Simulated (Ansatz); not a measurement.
**C2H7OSi radical: up Jacob's ladder to CCSD(T)**

The task here is to estimate one member of a computed series from the others.

Computed with Ansatz 0.2.0, Gaussian basis. Level: functionals in def2-TZVPP, the program's frozen cores in correlated methods.

Plan: LDA (SPW92), PBE-D4, revPBE-D4, BLYP-D4, r2SCAN-D4, B97M-V, PBE0-D4, B3LYP-D4, r2SCANh-D4, r2SCAN0-D4, HSE06-D4, BHLYP-D4, CAM-B3LYP-D4, LC-ωPBE, ωB97X-V, ωB97M-V, B2PLYP, PBE-QIDH; CCSD(T)/def2-SVP; CCSD(T)/def2-TZVPP; MP2/def2-QZVPP; extrapolation to the limit; RPA on PBE.

## The geometry

An earlier PBE0-D4 in a triple-zeta def2 set relaxation fixed the geometry.

SMILES `CO[SiH]C`, 11 atoms, charge 0, spin multiplicity 2.

Atoms are counted from 1 here; the program's logs count them from 0.

Bond lengths: C1–O2 1.407 Å, C1–H5 1.092 Å, C1–H6 1.097 Å, C1–H7 1.095 Å, O2–Si3 1.650 Å, Si3–C4 1.866 Å, Si3–H8 1.503 Å, C4–H9 1.092 Å, C4–H10 1.092 Å, C4–H11 1.094 Å. Angles: O2–C1–H5 108.3°, O2–C1–H6 111.7°, O2–C1–H7 111.2°, H5–C1–H6 108.5°, H5–C1–H7 108.5°, H6–C1–H7 108.5°, C1–O2–Si3 123.7°, O2–Si3–C4 106.7°, O2–Si3–H8 108.7°, C4–Si3–H8 111.7°, Si3–C4–H9 110.3°, Si3–C4–H10 110.9°, Si3–C4–H11 110.2°, H9–C4–H10 108.4°, H9–C4–H11 108.6°, H10–C4–H11 108.5°.

Set-up of the first run:

Input file in.yaml:

```yaml
crystal:
  periodic: [false, false, false]
  atoms:
    - {symbol: C, position_ang: [-1.058393, 1.696389, -0.565623]}
    - {symbol: O, position_ang: [-0.749504, 0.425763, -0.045688]}
    - {symbol: Si, position_ang: [0.584334, -0.441842, -0.481620]}
    - {symbol: C, position_ang: [0.717438, -1.862958, 0.719791]}
    - {symbol: H, position_ang: [-1.838285, 2.140360, 0.055951]}
    - {symbol: H, position_ang: [-0.185959, 2.360638, -0.556659]}
    - {symbol: H, position_ang: [-1.431171, 1.624707, -1.592957]}
    - {symbol: H, position_ang: [1.786456, 0.457317, -0.413177]}
    - {symbol: H, position_ang: [1.607563, -2.458495, 0.504539]}
    - {symbol: H, position_ang: [-0.156396, -2.513566, 0.652013]}
    - {symbol: H, position_ang: [0.789317, -1.485214, 1.744030]}
basis:
  gaussian: {orbitals: def2-TZVPP}
magnetization: {spin_polarized: true, initial_magnetization: 1}
hamiltonian: {xc: lda}
output: {orbitals: {seedname: orbitals}}
```

Started as:

```console
> ansatz run in.yaml --threads 4 --pin off --events-out ev --progress --plain --max-ram 10444MiB
```

Among the steps run: LDA; PBE-D4 (GGA); revPBE-D4 (GGA); BLYP-D4 (GGA); r2SCAN-D4 (meta-GGA); B97M-V (meta-GGA); B3LYP-D4 (hybrid); r2SCANh-D4 (hybrid); r2SCAN0-D4 (hybrid); HSE06-D4 (hybrid); BHLYP-D4 (hybrid); CAM-B3LYP-D4 (range-separated); LC-ωPBE (range-separated); ωB97X-V (range-separated); ωB97M-V (range-separated); B2PLYP (double hybrid); PBE-QIDH (double hybrid).

One of the session's tables, all rows but one given; the rest of the session is left out.

It belongs to the step «Frontier levels by functional». 

```
  functional  HOMO (eV)  LUMO (eV)  gap (eV)
 LDA (SPW92)      -4.23      -3.04      1.19
      PBE-D4      -4.27      -2.60      1.67
   revPBE-D4      -4.26      -2.46      1.79
     BLYP-D4      -4.09      -2.67      1.42
   r2SCAN-D4      -4.61      -2.14      2.47
      B97M-V      -4.33      -2.84      1.49
     PBE0-D4      -5.44      -1.68      3.76
    B3LYP-D4      -5.17      -2.11      3.06
  r2SCANh-D4      -5.04      -1.84      3.20
  r2SCAN0-D4      -5.69      -1.41      4.28
    HSE06-D4          ?          ?         ?
    BHLYP-D4      -6.45      -0.93      5.52
CAM-B3LYP-D4      -6.68      -0.84      5.84
     LC-ωPBE      -8.09       0.64      8.72
     ωB97X-V      -7.60       0.05      7.64
     ωB97M-V      -7.21      -0.11      7.10
```

**Question.** Estimate the row for HSE06-D4.

The run gave: HOMO (eV): -5.04; LUMO (eV): -2.06; gap (eV): 2.98.
